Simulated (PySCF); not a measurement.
**[Yb(NH3)]2+: other functionals and bases at one geometry**

An exercise on one series of results from a longer session: the logs are not shown, and one member is left open.

Program: PySCF 2.14.0. Level of theory: several levels, as the steps say, no spin–orbit coupling. These are calculated values, not measurements.

1 further run of the same task is left out (for a known fault of the program).

### The system as given

5 atoms, charge 2, spin multiplicity 1.

Bond lengths: Yb1–N2 2.500 Å, N2–H3 1.030 Å, N2–H4 1.030 Å, N2–H5 1.030 Å. Angles: Yb1–N2–H3 115.1°, Yb1–N2–H4 115.1°, Yb1–N2–H5 115.1°, H3–N2–H4 103.3°, H3–N2–H5 103.3°, H4–N2–H5 103.3°.

Coordinates:

```
Yb    0.0000    0.0000   -0.1693
N     0.0000    0.0000    2.3306
H     0.9329    0.0000    2.7681
H    -0.4665    0.8079    2.7681
H    -0.4664   -0.8079    2.7681
```

Formal oxidation states: Yb +2. Each metal's 14 4f electrons lie in its core potential, so multiplicities, spins and levels count the valence alone. An earlier session relaxed this geometry at PBE0, Yb lcecp-0-SVP with ECP60, N def2-SVP, H def2-SVP (singlet, point group C3v).

At PBE0 on the finer grid: E = -88.851857 Eh, frontier levels not given, since the 4f levels lie in the core, Mulliken charge on Yb1 +1.69 e, largest force component 0.002 eV/Å. 

Levels to run: r2SCAN; BLYP; PBE0, TZVP. Hardware: 2 threads of Intel Xeon 6975P-C (Granite Rapids), shared host.

Set-up of the first run:

File run.py (the lines that set the calculation):

```python
mol = gto.M(atom='''
Yb     0.00000     0.00000    -0.16928
N      0.00000     0.00000     2.33057
H      0.93288     0.00004     2.76811
H     -0.46647     0.80788     2.76811
H     -0.46641    -0.80791     2.76811''',
    basis={'Yb': 'lcecp-0-SVP', 'N': 'def2-SVP', 'H': 'def2-SVP'},
    ecp={'Yb': 'lcecp-0-SVP'},
    charge=2, spin=0)
mf = dft.RKS(mol, xc='R2SCAN')
mf.grids.atom_grid = (75, 302)  # f atoms: unpruned, at least (60, 302)
mf = mf.density_fit()  # fitting sets: Yb AutoAux, N def2-universal-JKFIT, H def2-universal-JKFIT
mf.conv_tol = 1e-08; mf.max_cycle = 55
mf.kernel(dm0)  # dm0: the density of the relaxed state
```

Run with:

```bash
$ OMP_NUM_THREADS=2 python run.py
```

Steps of the session up to this table: r2SCAN; BLYP; PBE0, TZVP.

One table of the session follows, with a row left open; its other results are not shown here.

```
              level  charge on Yb1 (e)  dipole (D)  largest force component (eV/Å)
PBE0 (relaxed here)               1.69        2.44                            0.00
             r2SCAN               1.70        2.38                            0.11
               BLYP                  ?           ?                               ?
         PBE0, TZVP               1.81        2.55                            0.26
```

**Question.** Estimate the row for BLYP.

**Answer.** charge on Yb1 (e): 1.64; dipole (D): 2.69; largest force component (eV/Å): 0.40. In the column «charge on Yb1 (e)» it is the lowest.

The dipole of a charged species depends on the origin, so these sizes hold for this origin alone.

The largest leftover force, 0.40 eV/Å with BLYP, stands at a geometry relaxed at another level. With 4f in the core, its levels are missing from HOMO and gap, and its count is fixed, so no charge can pass from the ligands into it. Total energies of different levels can't be compared.
